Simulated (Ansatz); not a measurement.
# SnBr4Cl: the cost of one run

Method: DFT PBE, scalar-relativistic, plane waves, PAW, in Ansatz 0.2.0.

## (1) The starting structure

It takes space group P4/mmm (No. 123, tetragonal). Conventional cell: a = 5.020 Å, b = 5.020 Å, c = 7.246 Å, α = 90.00°, β = 90.00°, γ = 90.00°. Sn (site symmetry 4/mmm) has 8 Br at 3.16 Å as nearest neighbours. Br (site symmetry 2mm) has 2 Cl at 3.03 Å and 2 Sn at 3.16 Å and 5 Br at 3.40 to 3.55 Å as nearest neighbours. Cl (site symmetry 4/mmm) is surrounded by 8 Br at 3.03 Å.

Structure file:

```
Sn Br Cl
1.0
     5.02012    0.00000    0.00000
     0.00000    5.02012    0.00000
     0.00000    0.00000    7.24643
Sn Br Cl
1 4 1
Cartesian
  2.5101 2.5101 0.0000
  2.5101 0.0000 1.9257
  2.5101 0.0000 5.3208
  0.0000 2.5101 5.3208
  0.0000 2.5101 1.9257
  0.0000 0.0000 3.6232
```

A structure generator made this guess: species swapped into a database cell of CaSnF4 (P4/mmm, No. 123), with Cl on the Ca sites and Br on the F sites. Its size is a rough estimate.

## (2) A first look at the guess

The input, input.yaml:

```yaml
crystal:
  lattice:
    - [5.02012471, 0.0, 0.0]
    - [0.0, 5.02012471, 0.0]
    - [0.0, 0.0, 7.24642702]
  atoms:
    - { symbol: Sn, position: [0.5, 0.5, 0.0] }
    - { symbol: Br, position: [0.5, 0.0, 0.26573801] }
    - { symbol: Br, position: [0.5, 0.0, 0.73426199] }
    - { symbol: Br, position: [0.0, 0.5, 0.73426199] }
    - { symbol: Br, position: [0.0, 0.5, 0.26573801] }
    - { symbol: Cl, position: [0.0, 0.0, 0.5] }
basis:
  ecutwfc: 420
kpoints:
  mp_grid: { grid: [4, 4, 4] }
hamiltonian:
  xc: pbe
scf:
  occupations: { method: gaussian, width: 0.1 }
  lower_state_search: "off"
output:
  forces: true
  stress: true
  eigenvalues: true
```

Run with:

```bash
> ansatz run input.yaml --threads 1 --pin off --max-ram 2560MiB --backend cpu --events-out ev --progress --plain --runs-dir out
```

Q: Estimate wall time and peak memory on 1 thread of Intel Xeon Platinum 8488C (Sapphire Rapids), shared host.

About 5.9 s, with a peak of 0.49 GiB.
